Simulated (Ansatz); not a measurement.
# ZrI₄: ionisation energy by level of theory

An exercise on one series of results from a longer session: the logs are not shown, and one member is left open.

Method: unrestricted cation, the program's frozen cores in correlated methods; program: Ansatz 0.2.0, Gaussian basis.

Levels to be run: UKS PBE-D4/def2-TZVPP; UKS r2SCAN-D4/def2-TZVPP; UKS PBE0-D4/def2-TZVPP; UKS B3LYP-D4/def2-TZVPP; UKS wB97X-V/def2-TZVPP; UKS wB97M-V/def2-TZVPP; UHF-CCSD(T)/def2-TZVPP; UHF-MP2/def2-QZVPP; extrapolation to the limit; then −ε(HOMO) from the neutral's earlier runs with LDA (SPW92), PBE-D4, revPBE-D4, BLYP-D4, r2SCAN-D4, B97M-V, PBE0-D4, B3LYP-D4, r2SCANh-D4, r2SCAN0-D4, HSE06-D4, BHLYP-D4, CAM-B3LYP-D4, LC-ωPBE, ωB97X-V, ωB97M-V.

1 further run of the same task is left out (it didn't finish).

## The geometry

All runs share one geometry, relaxed beforehand with PBE0-D4 in a triple-zeta def2 set. I, Zr take the def2 core potential; no spin-orbit term is included.

SMILES `[I][Zr]([I])([I])[I]`, 5 atoms, charge 0, spin multiplicity 1.

Atoms are counted from 1 here; the program's logs count them from 0.

Bond lengths: I1–Zr2 2.674 Å, Zr2–I3 2.674 Å, Zr2–I4 2.674 Å, Zr2–I5 2.674 Å. Angles: I1–Zr2–I3 109.5°, I1–Zr2–I4 109.5°, I1–Zr2–I5 109.5°, I3–Zr2–I4 109.5°, I3–Zr2–I5 109.5°, I4–Zr2–I5 109.5°.

Coordinates:

```
I    -1.4955   -0.5951    2.1241
Zr    0.0100   -0.0147   -0.0083
I     2.3264   -1.3413    0.1482
I    -1.2822   -0.7373   -2.2351
I     0.4912    2.6149   -0.0705
```

Set-up of the first run:

File in.yaml:

```yaml
crystal:
  periodic: [false, false, false]
  atoms:
    - {symbol: I, position_ang: [-1.495482, -0.595118, 2.124083]}
    - {symbol: Zr, position_ang: [0.009979, -0.014723, -0.008302]}
    - {symbol: I, position_ang: [2.326421, -1.341343, 0.148225]}
    - {symbol: I, position_ang: [-1.282225, -0.737307, -2.235051]}
    - {symbol: I, position_ang: [0.491207, 2.614891, -0.070454]}
basis:
  gaussian: {orbitals: def2-TZVPP}
total_charge: 1
magnetization: {spin_polarized: true, initial_magnetization: 1}
hamiltonian: {xc: pbe, dispersion: d4}
```

Among the steps run: Cation, UKS PBE-D4/def2-TZVPP; Cation, UKS r2SCAN-D4/def2-TZVPP; Cation, UKS PBE0-D4/def2-TZVPP; Cation, UKS B3LYP-D4/def2-TZVPP; Cation, UKS wB97X-V/def2-TZVPP; Cation, UKS wB97M-V/def2-TZVPP; Cation, UHF-CCSD(T)/def2-TZVPP; Cation, UHF-MP2/def2-QZVPP.

One of the session's tables, all rows but one given; the rest of the session is left out.

For comparison, −ε(HOMO) of the neutral from earlier runs:

| functional | −ε(HOMO) (eV) |
| --- | --- |
| LDA (SPW92) | 6.99 |
| PBE-D4 | 6.82 |
| revPBE-D4 | 6.77 |
| BLYP-D4 | 6.62 |
| r2SCAN-D4 | 7.14 |
| B97M-V | 7.07 |
| PBE0-D4 | 7.89 |
| B3LYP-D4 | ? |
| r2SCANh-D4 | 7.52 |
| r2SCAN0-D4 | 8.11 |
| HSE06-D4 | 7.52 |
| BHLYP-D4 | 8.79 |
| CAM-B3LYP-D4 | 9.06 |
| LC-ωPBE | 10.36 |
| ωB97X-V | 10.03 |
| ωB97M-V | 9.90 |

Estimate the missing values for B3LYP-D4.

Worked estimate for «−ε(HOMO) (eV)». Against the share of exact exchange, BLYP-D4 (0, 6.62), BHLYP-D4 (0.5, 8.79) give a slope of 4.34 per unit share; at 0.2 the line stands at 7.49.

As computed: −ε(HOMO) (eV): 7.64. In «−ε(HOMO) (eV)» the line misses by -0.15.

Caveats from the session: In point group Td the highest level is often degenerate; the cation then breaks the symmetry, and the runs may pick different components.
